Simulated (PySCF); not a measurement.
# A diatomic session: ZnC

One table from this session's results is given with a row withheld; the runs are named, their logs left out.

Method: Zn x2c-TZVPPall, C x2c-TZVPPall, spin-free X2C with a Gaussian nucleus; program: PySCF 2.14.0.

The first run:

A driver script around PySCF takes these settings:

| Property | Result |
| --- | --- |
| atoms | Zn, C |
| charge | 0 |
| basis | Zn x2c-TZVPPall, C x2c-TZVPPall |
| Hamiltonian | spin-free X2C with a Gaussian nucleus |
| basis functions | 95 |
| electrons treated | 36 |
| masses in u | 63.9291, 12.0000 |
| levels | PBE0, PBE, r²SCAN, M06, PW91, TPSS, B97-3, ωB97X-V, HF, MP2, SCS-MP2 |
| grid | 80 radial by 434 angular points |
| occupations | held fixed by the projection of orbital angular momentum |
| dissociation limit | Zn + C, each in its ground configuration |
| starting distance in angstrom | 1.900 |
| values of 2S to try | 0, 2 |

On the command line:

```console
$ OMP_NUM_THREADS=1 python dia.py task.json out
```

Steps of the session up to this table: Set-up; First curve: PBE0; Higher solutions at PBE0; PBE (GGA); r²SCAN; M06 (hybrid meta-GGA); PW91 (GGA); TPSS; B97-3; ωB97X-V; ROHF.

One table of the session follows, with a row left open; its other results are not shown here.

Energy (eV) from each level's lowest point:

```
R (Å)   ROHF  ROHF-MP2  ROHF-SCS-MP2    PBE   PW91
1.693  1.288     0.379         0.464  0.464  0.459
1.772  0.846     0.135         0.188  0.189  0.186
1.851      ?         ?             ?      ?      ?
1.910  0.390     0.000         0.006  0.004  0.004
1.969  0.275     0.012         0.000  0.000  0.000
2.028  0.191     0.049         0.020  0.024  0.025
2.107  0.115     0.121         0.073  0.087  0.088
2.205  0.057     0.229         0.158  0.197  0.198
2.323  0.021     0.362         0.267  0.348  0.348
2.481  0.000     0.518         0.396  0.551  0.551
```

**Question.** Estimate the row for R (Å) = 1.851.

Worked estimate for «ROHF». A straight line through the neighbours (1.772, 0.846) and (1.910, 0.390) gives 0.846 + (0.390 − 0.846) × (1.851 − 1.772) / (1.910 − 1.772) = 0.585; a parabola fitted to 4 rows on both sides gives 0.540.

**Answer.** ROHF: 0.547; ROHF-MP2: 0.023; ROHF-SCS-MP2: 0.048; PBE: 0.048; PW91: 0.046. In «ROHF» the line misses by +0.038 and the parabola by -0.007.
